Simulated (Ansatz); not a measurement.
**C2H5AlN2 (SMILES C#[C][Al]([NH2])[NH2]) at CAM-B3LYP/def2-SVP**

Aim: the electronic atomisation energy of C2H5AlN2 at CAM-B3LYP/def2-SVP, from 5 runs. 

The results are computed with Ansatz 0.2.0.

62 further runs of the same task are left out: 1 that didn't finish, 61 set aside as unsound or not needed.

## (1) The system as given

C2H5AlN2: 10 atoms, total charge 0, spin state singlet. As SMILES, `C#[C][Al]([NH2])[NH2]`. The shape is that of a PBE0-D4/def2-TZVP optimisation.

Bond lengths: C1–C2 1.210 Å, C2–Al3 1.908 Å, Al3–N4 1.763 Å, Al3–N5 1.763 Å, C1–H6 1.067 Å, N4–H7 1.006 Å, N4–H8 1.006 Å, N5–H9 1.006 Å, N5–H10 1.006 Å. Some angles: C1–C2–Al3 180.0°, C2–Al3–N4 118.9°, C2–Al3–N5 118.9°, N4–Al3–N5 122.2°, C2–C1–H6 180.0°, Al3–N4–H7 126.4°, Al3–N4–H8 123.3°, Al3–N5–H9 123.3°, Al3–N5–H10 126.4°, H7–N4–H8 110.4°.

## (2) A single-point energy at CAM-B3LYP/def2-SVP

job.yaml reads:

```yaml
crystal:
  periodic: [false, false, false]
  atoms:
    - {symbol: C, position_ang: [-2.368100, 1.221100, 0.873300]}
    - {symbol: C, position_ang: [-1.345900, 0.693600, 0.497800]}
    - {symbol: Al, position_ang: [0.265700, -0.138000, -0.094200]}
    - {symbol: N, position_ang: [0.247600, -1.861100, -0.467000]}
    - {symbol: "N", position_ang: [1.722400, 0.842900, -0.249900]}
    - {symbol: H, position_ang: [-3.269100, 1.686000, 1.204200]}
    - {symbol: H, position_ang: [1.027400, -2.410800, -0.785900]}
    - {symbol: H, position_ang: [-0.574800, -2.435200, -0.383700]}
    - {symbol: H, position_ang: [1.750000, 1.827100, -0.041300]}
    - {symbol: H, position_ang: [2.627700, 0.523400, -0.550300]}
basis:
  gaussian: {orbitals: def2-SVP}
output: {orbitals: {seedname: orbitals}}
hamiltonian: {xc: {name: CAM-B3LYP}}
accuracy: high
total_charge: 0
```

Launch:

```
$ ansatz run job.yaml --threads 1 --pin off --max-ram 3480MiB --events-out events.jsonl --progress --plain --runs-dir runs
```

Standard output:

```text
Warning: RAYON_NUM_THREADS=1 ignored (pool sized by the plan → 1); use --threads N
Functional definition: CAM-B3LYP
  name "CAM-B3LYP"
  parameter alpha = 0.19
  parameter beta = 0.46
  parameter omega = 0.33/bohr
  parameter ac = 0.81
  exchange = (1 - alpha - beta)*b88_x + beta*b88_x_sr(omega) + alpha*exact_x + beta*exact_x_lr(omega)
  correlation = (1 - ac)*vwn5_c + ac*lyp_c
2218 factors; integrals over basis functions are off by at most 1.4e-8 eV
476 factors; integrals over basis functions are off by at most 2.2e-9 eV
mean field evaluation 1: about -11712.5577 eV, gradient 7.5e1 eV
mean field evaluation 2: about -11710.6937 eV, gradient 8.0e1 eV
mean field evaluation 4: about -11724.2674 eV, gradient 2.0e0 eV
mean field evaluation 8: about -11724.4403 eV, gradient 1.3e-1 eV
mean field evaluation 16: about -11724.4403 eV, gradient 7.0e-5 eV
mean field -11724.44034267 eV, -430.8652354819 hartree, gradient 7.1e-8 eV, S^2 0.000000; 0 other end points of the search recorded, 0 dependent functions left out
reference -11724.44036370 eV, -430.8652362548 hartree; 22, 22 occupied and 77, 77 virtual orbitals, 2218 factors
Total energy: -11724.44036370 eV, -430.8652362548 hartree
```

Run time: 7.2 s. Hardware: 1 thread of Intel Xeon Platinum 8488C (Sapphire Rapids), shared host; peak memory 0.41 GiB.

## (3) The Al atom

molecule.yaml reads:

```yaml
crystal:
  periodic: [false, false, false]
  atoms:
    - {symbol: Al, position_ang: [0.000000, 0.000000, 0.000000]}
basis:
  gaussian:
    orbitals: def2-SVP
magnetization:
  spin_polarized: true
  initial_magnetization: 1
hamiltonian:
  xc: {name: CAM-B3LYP}
accuracy: high
```

Run the same way, it converges to -242.28167 Eh (log not shown).

## (4) The C atom, same level

input.yaml reads:

```yaml
crystal:
  periodic: [false, false, false]
  atoms:
    - symbol: C
      position_ang: [0.000000, 0.000000, 0.000000]
basis:
  gaussian:
    orbitals: def2-SVP
hamiltonian:
  xc: {name: CAM-B3LYP}
accuracy: high
magnetization:
  spin_polarized: true
  initial_magnetization: 2
```

Launch:

```
$ ansatz run input.yaml --threads 1 --pin off --max-ram 3480MiB --events-out events.jsonl --progress --plain --runs-dir runs
```

Standard output, shortened:

```text
Warning: RAYON_NUM_THREADS=1 ignored (pool sized by the plan → 1); use --threads N
[... 8 set-up lines as earlier in the session ...]
95 factors; integrals over basis functions are off by at most 2.0e-9 eV
60 factors; integrals over basis functions are off by at most 1.2e-9 eV
mean field evaluation 1: about -1028.2980 eV, gradient 3.1e0 eV
mean field evaluation 2: about -1028.3571 eV, gradient 6.0e-1 eV
mean field evaluation 4: about -1028.3601 eV, gradient 1.5e-1 eV
mean field evaluation 8: about -1028.3603 eV, gradient 7.6e-5 eV
mean field -1028.36029014 eV, -37.7915436152 hartree, gradient 2.6e-8 eV, S^2 2.002491; 0 other end points of the search recorded, 0 dependent functions left out
reference -1028.36029989 eV, -37.7915439735 hartree; 4, 2 occupied and 10, 12 virtual orbitals, 95 factors
Total energy: -1028.36029989 eV, -37.7915439735 hartree
```

Wall time 0.3 s (1 thread of Intel Xeon Platinum 8488C (Sapphire Rapids), shared host).

## (5) The H atom at the same level

input.yaml reads:

```yaml
crystal:
  periodic: [false, false, false]
  atoms:
    - symbol: H
      position_ang: [0.000000, 0.000000, 0.000000]
basis:
  gaussian:
    orbitals: def2-SVP
magnetization:
  spin_polarized: true
  initial_magnetization: 1
hamiltonian:
  xc: {name: CAM-B3LYP}
accuracy: high
```

Run the same way, it converges to -0.49790 Eh (log not shown).

## (6) The N atom

input.yaml reads:

```yaml
crystal:
  periodic: [false, false, false]
  atoms:
    - {symbol: N, position_ang: [0.000000, 0.000000, 0.000000]}
basis:
  gaussian:
    orbitals: def2-SVP
magnetization:
  spin_polarized: true
  initial_magnetization: 3
hamiltonian:
  xc: {name: CAM-B3LYP}
accuracy: high
```

Launch:

```
$ ansatz run input.yaml --threads 1 --pin off --max-ram 3480MiB --events-out events.jsonl --progress --plain --runs-dir runs
```

Standard output, shortened:

```text
Warning: RAYON_NUM_THREADS=1 ignored (pool sized by the plan → 1); use --threads N
[... 8 set-up lines as earlier in the session ...]
95 factors; integrals over basis functions are off by at most 1.2e-9 eV
55 factors; integrals over basis functions are off by at most 8.7e-10 eV
mean field evaluation 1: about -1483.4071 eV, gradient 3.3e0 eV
mean field evaluation 2: about -1483.4552 eV, gradient 1.2e0 eV
mean field evaluation 4: about -1483.4634 eV, gradient 1.1e-1 eV
mean field evaluation 8: about -1483.4635 eV, gradient 2.7e-6 eV
mean field -1483.46349202 eV, -54.5162778040 hartree, gradient 2.2e-8 eV, S^2 3.752685; 0 other end points of the search recorded, 0 dependent functions left out
reference -1483.46349974 eV, -54.5162780878 hartree; 5, 2 occupied and 9, 12 virtual orbitals, 95 factors
Total energy: -1483.46349974 eV, -54.5162780878 hartree
```

Run time: 0.28 s. Hardware: 1 thread of Intel Xeon Platinum 8488C (Sapphire Rapids), shared host.

## (7) Outcome

At CAM-B3LYP/def2-SVP:

```
                     quantity          value
       molecule: total energy  -430.86524 Eh
        molecule: HOMO energy       -8.10 eV
        molecule: LUMO energy        1.22 eV
      molecule: HOMO–LUMO gap        9.32 eV
        Al atom: total energy  -242.28167 Eh
                Al atom: ⟨S²⟩          0.753
         C atom: total energy   -37.79154 Eh
                 C atom: ⟨S²⟩          2.002
         H atom: total energy    -0.49790 Eh
                 H atom: ⟨S²⟩          0.750
         N atom: total energy   -54.51628 Eh
                 N atom: ⟨S²⟩          3.753
electronic atomisation energy      40.231 eV
```

**Reading.** Taking the molecule apart into free atoms costs 40.23 eV (3882 kJ/mol), before zero-point energy and without spin-orbit coupling.
